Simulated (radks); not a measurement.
# Au²⁷⁺ in [Kr] 4d10 4f6: an all-electron calculation

An exercise on one series of results from a longer session: the logs are not shown, and one member is left open.

The numbers are computed with radks (a radial shooting solver on a logarithmic mesh, Libxc functionals) version 1 (Dirac Kohn-Sham, PBE, spin-unpolarised, spherical densities, finite nucleus; open shells fill j = l - 1/2 first), except any that are marked as measured or tabulated.

### What is computed

```
element            : gold (Z = 79)
charge             : +27
electrons          : 52
configuration      : [Kr] 4d10 4f6
nuclear rms radius : 5.4371 fm
```

The first run:

Settings of this run:

```text
Z 79
configuration [Kr] 4d10 4f6
relativity Dirac
functional pbe,pbe
spin unpolarised
j_filling energy
nucleus finite rms 5.4371 fm
c 137.035999084
```

Run with:

```sh
> python run_ks.py task.json out
```

All runs below come from this command, one after another.

Among the steps run: Self-consistent calculation.

One of the session's tables, all rows but one given; the rest of the session is left out.

It belongs to the step «Shells». Radial moments (bohr):

```
level      <r>  outermost maximum (interpolated)  90 % within  nodes
1s1/2  0.01687                            0.0104       0.0308      0
2s1/2  0.07047                            0.0604        0.110      1
2p1/2  0.05799                            0.0445       0.0967      0
2p3/2  0.06654                            0.0518        0.108      0
3s1/2   0.1829                             0.170        0.269      2
3p1/2   0.1732                             0.158        0.261      1
3p3/2   0.1887                             0.173        0.282      1
3d3/2        ?                                 ?            ?      ?
3d5/2   0.1691                             0.139        0.261      0
4s1/2   0.3933                             0.377        0.561      3
4p1/2   0.3930                             0.374        0.567      2
4p3/2   0.4213                             0.402        0.606      2
4d3/2   0.4187                             0.390        0.616      1
4d5/2   0.4271                             0.399        0.627      1
4f5/2   0.4110                             0.342        0.626      0
4f7/2   0.4147                             0.345        0.631      0
```

Q: Estimate the row for 3d3/2 from the others.

The run gave: <r>: 0.1643; outermost maximum (interpolated): 0.135; 90 % within: 0.255; nodes: 0. In the column «<r>» it lies between 2s1/2 (0.07047) and 3d5/2 (0.1691).

Limits of these values: Spin polarisation and multiplet splitting are left out.
